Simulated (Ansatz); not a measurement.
Input of an Ansatz 0.2.0 run:

Contents of input.yaml:

```yaml
crystal:
  lattice:
    - [6.85876, 0.0, -0.01491]
    - [0.0, 4.22865, 0.0]
    - [-3.37519, 0.0, 7.28194]
  atoms:
    - { symbol: H, position: [0.22549, 0.75, 0.5073] }
    - { symbol: H, position: [0.77451, 0.25, 0.4927] }
    - { symbol: Pb, position: [0.30229, 0.25, 0.28494] }
    - { symbol: Pb, position: [0.69771, 0.75, 0.71506] }
    - { symbol: "N", position: [0.21484, 0.75, 0.83567] }
    - { symbol: "N", position: [0.78516, 0.25, 0.16433] }
    - { symbol: O, position: [0.33078, 0.75, 0.45338] }
    - { symbol: O, position: [0.40909, 0.75, 0.86901] }
    - { symbol: O, position: [0.15508, 0.75, 0.96537] }
    - { symbol: O, position: [0.07083, 0.75, 0.66955] }
    - { symbol: O, position: [0.66922, 0.25, 0.54661] }
    - { symbol: O, position: [0.59091, 0.25, 0.13099] }
    - { symbol: O, position: [0.84492, 0.25, 0.03463] }
    - { symbol: O, position: [0.92917, 0.25, 0.33045] }
hamiltonian:
  xc: pbe
  pseudopotentials: { kind: paw }
kpoints:
  mp_grid: { grid: [5, 6, 4] }
scf:
  occupations: { method: fermi_dirac, width: 0.05 }
output:
  forces: true
  stress: true
  eigenvalues: true
  write_density: true
  write_potential: true
  elf: true
  volumetric_format: npy
```

Potentials or basis: Ansatz PAW.

The run is started by

```bash
$ ansatz run input.yaml --threads 8 --pin off --max-ram 20480MiB --backend cpu --events-out ev --progress --plain --runs-dir out
```

Task: Estimate the band gap on the k mesh.

Result: 3.08 eV, indirect (least direct gap 3.29 eV).

Task: Predict the pressure.

Result: 0.0 GPa.

Forces in eV/Å, atoms in the order of the input:
```
H    0.001  0.000  0.000
H   -0.001  0.000  0.000
Pb  -0.002  0.000  0.001
Pb   0.002  0.000 -0.001
N    0.004  0.000  0.003
N   -0.004  0.000 -0.003
O    0.000  0.000  0.000
O   -0.001  0.000 -0.001
O   -0.002  0.000 -0.003
O   -0.003  0.000  0.002
O    0.000  0.000  0.000
O    0.001  0.000  0.001
O    0.002  0.000  0.003
O    0.003  0.000 -0.002
```

Caveat: odd divisions of the mesh miss points on the zone boundary, where band edges often lie, so the gap on the mesh can be too wide; the pressure holds a Pulay correction of +0.6 GPa for the finite cutoff; spin-orbit coupling is left out, which as a rule narrows the gap of such compounds by several tenths of an eV. A k mesh can miss the band edges.
